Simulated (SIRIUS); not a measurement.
A run of SIRIUS 7.12.0 is set up as follows.

File sirius.json:

```json
{
  "control": {
    "processing_unit": "cpu",
    "verbosity": 2,
    "num_bands_to_print": 14,
    "print_forces": true,
    "print_stress": true
  },
  "parameters": {
    "electronic_structure_method": "pseudopotential",
    "xc_functionals": ["XC_GGA_X_PBE_SOL", "XC_GGA_C_PBE_SOL"],
    "gk_cutoff": 8.8,
    "pw_cutoff": 17.6,
    "ngridk": [10, 10, 10],
    "shiftk": [0, 0, 0],
    "smearing": "fermi_dirac",
    "smearing_width": 0.0018374661,
    "num_bands": 14,
    "num_mag_dims": 0,
    "num_dft_iter": 100,
    "energy_tol": 1e-08,
    "density_tol": 1e-06
  },
  "iterative_solver": {
    "type": "davidson",
    "min_tolerance": 1e-10
  },
  "mixer": {
    "type": "anderson",
    "beta": 0.7,
    "max_history": 8
  },
  "settings": {
    "tol_ne": 1e-10,
    "pseudo_grid_cutoff": 6.5
  },
  "unit_cell": {
    "lattice_vectors": [
      [0.0, 4.393613239755, 4.393613239755],
      [4.393613239755, 0.0, 4.393613239755],
      [4.393613239755, 4.393613239755, 0.0]
    ],
    "atom_coordinate_units": "lattice",
    "atom_types": ["Zr", "B"],
    "atom_files": {
      "Zr": "Zr.json",
      "B": "B.json"
    },
    "atoms": {
      "Zr": [
        [-0.001592, 0.009886, 0.00417]
      ],
      "B": [
        [0.502429, 0.491319, 0.515216]
      ]
    }
  }
}
```

Potentials or basis: PseudoDojo 0.4.1 PBEsol standard (scalar relativistic).

Command:

```console
$ upf_to_json Zr.upf
$ upf_to_json B.upf
$ OMP_NUM_THREADS=1 sirius.scf --input=sirius.json --output=out.json --task=0
```

(1) Estimate the band gap on the k mesh.

(2) What does it give for the largest force?

## Answers

(1) none (metal or under the smearing width).

(2) 0.507 eV/Å.
